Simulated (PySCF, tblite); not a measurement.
# C₇H₁₀FP: geometry, infrared bands and NMR shifts

Aim: predict the infrared bands and NMR shifts of C₇H₁₀FP (`CCc1[pH]c(F)cc1C`).

Programs: tblite 0.8.0 and PySCF 2.14.0, with density-fitted response routines of our own. Each step states its level of theory. These are calculated values for one molecule in the gas phase, unless marked as measured. Atoms are numbered from 0 throughout.

**1. The molecule as given**

19 atoms, charge 0, multiplicity 1; geometry from: force field or distance geometry start.

Bonds of the start (Å): C0–C1 1.51, C1–C2 1.50, C2–P3 1.90, P3–C4 1.84, C4–F5 1.37, C4–C6 1.37, C6–C7 1.34, C7–C8 1.51, C7–C2 1.37, C0–H9 1.08, C0–H10 1.10, C0–H11 1.13, C1–H12 1.08, C1–H13 1.11, P3–H14 1.45, C6–H15 1.11, C8–H16 1.10, C8–H17 1.10, C8–H18 1.12.

**2. Relaxing the molecule with GFN2-xTB**

The job: settings as JSON, then the geometry in Å.

```
{"job": {"kind": "relax", "xc": "GFN2-xTB", "basis": "xTB"}, "charge": 0, "multiplicity": 1}
C     -2.485900    -0.735400    -0.224200
C     -1.523900     0.423300    -0.102500
C     -0.122200    -0.105900    -0.057800
P      0.271400    -1.956700    -0.182700
C      2.058100    -1.520800    -0.046000
F      3.089200    -2.417500    -0.068800
C      2.180200    -0.160400     0.045700
C      1.061400     0.569500     0.049800
C      1.076300     2.079700     0.153400
H     -2.040300    -1.569100    -0.749000
H     -2.984200    -0.976500     0.730900
H     -3.308000    -0.334500    -0.881700
H     -1.655400     1.070800    -0.962800
H     -1.698000     0.921500     0.869600
H     -0.366200    -2.898700     0.721300
H      3.188800     0.299800     0.145100
H      0.067400     2.454600    -0.071800
H      1.335800     2.396900     1.178700
H      1.845700     2.468500    -0.554800
```

Started as:

```console
$ OMP_NUM_THREADS=1 python probes_run.py task.json out
```

One launch serves the whole session: the jobs run in the order shown.

**Question.** This job is followed by: GFN2-xTB harmonic vibrations, gas phase; GIAO PBE0/pcSseg-1 NMR shielding, non-relativistic, gas phase. Predict these results of the whole session: strongest single infrared mode (GFN2-xTB); zero-point energy (GFN2-xTB); 13C shifts against TMS (PBE0/pcSseg-1); 1H shifts against TMS (PBE0/pcSseg-1, means over atoms taken as alike); 31P shifts against H3PO4 (PBE0/pcSseg-1); 19F shifts against CFCl3 (PBE0/pcSseg-1).

**Answer**, as computed:

| quantity | value |
| --- | --- |
| strongest single infrared mode (GFN2-xTB) | 2251 cm⁻¹, 111 km/mol |
| zero-point energy (GFN2-xTB) | 92.6 kcal/mol |
| 13C shifts against TMS (PBE0/pcSseg-1) | 186.4, 147.8, 139.3, 128.4, 25.2, 17.7, 15.6 ppm |
| 1H shifts against TMS (PBE0/pcSseg-1, means over atoms taken as alike) | 6.47, 4.97, 2.66, 2.15, 1.34 ppm |
| 31P shifts against H3PO4 (PBE0/pcSseg-1) | -96.9 ppm |
| 19F shifts against CFCl3 (PBE0/pcSseg-1) | -124.9 ppm |

**Reading.** Relaxing lowered the energy by 1.343 eV in 68 steps; the close pair that moved most is C6–C7, from 1.336 to 1.446 Å. The lowest mode is imaginary (35i cm⁻¹), so the xTB geometry is not a minimum. The strongest single mode, at 2251 cm⁻¹, moves mainly H14. GFN2-xTB is a fitted tight-binding method: band positions and strengths are rough. Its intensities can rank the bands wrongly. At PBE0/pcSseg-1: The largest span, 248 ppm, is at F5, where the paramagnetic term is -176 ppm.
